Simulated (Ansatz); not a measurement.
# CH4Cl2Si: the cost of one run

Program: Ansatz 0.2.0. Level of theory: RKS PBE-D4/def2-SVP. These are calculated values, not measurements.

## Step 1: The structure to begin with

Bond lengths: Si1–H2 1.460 Å, Si1–C3 1.870 Å, C3–H4 1.110 Å, C3–H5 1.110 Å, C3–H6 1.110 Å, Si1–Cl7 2.128 Å, Si1–Cl8 2.128 Å. Angles: H2–Si1–C3 109.4°, H2–Si1–Cl7 109.5°, H2–Si1–Cl8 109.5°, C3–Si1–Cl7 109.5°, C3–Si1–Cl8 109.5°, Cl7–Si1–Cl8 109.5°, Si1–C3–H4 109.5°, Si1–C3–H5 109.5°, Si1–C3–H6 109.5°, H4–C3–H5 109.4°, H4–C3–H6 109.4°, H5–C3–H6 109.4°.

Structure file:

```xyz
8

Si    0.0000    0.0000    0.0000
H     0.0000    0.0000    1.4600
C     1.7634    0.0000   -0.6227
H     2.1111   -1.0463   -0.7509
H     1.8119    0.5276   -1.5981
H     2.4154    0.5187    0.1108
Cl   -1.0032    1.7381   -0.7093
Cl   -1.0032   -1.7381   -0.7093
```

## Step 2: Relaxing the start

File input.yaml:

```yaml
crystal:
  periodic: [false, false, false]
  atoms:
    - { symbol: Si, position_ang: [0.0, 0.0, 0.0] }
    - { symbol: H, position_ang: [0.0, 0.0, 1.46] }
    - { symbol: C, position_ang: [1.7634, 0.0, -0.6227] }
    - { symbol: H, position_ang: [2.1111, -1.0463, -0.7509] }
    - { symbol: H, position_ang: [1.8119, 0.5276, -1.5981] }
    - { symbol: H, position_ang: [2.4154, 0.5187, 0.1108] }
    - { symbol: Cl, position_ang: [-1.0032, 1.7381, -0.7093] }
    - { symbol: Cl, position_ang: [-1.0032, -1.7381, -0.7093] }
basis:
  gaussian: { orbitals: def2-SVP }
hamiltonian:
  xc: pbe
  dispersion: d4
relax:
  f_tol: 0.02
  max_steps: 40
```

Launch:

```bash
$ ansatz run input.yaml --threads 1 --pin off --max-ram 2048MiB --backend cpu --events-out ev --progress --plain --runs-dir out
```

Q: Estimate wall time and peak memory on 1 thread of AMD EPYC 7R43 (Zen 3), shared host.

About 26 s, with a peak of 0.14 GiB.
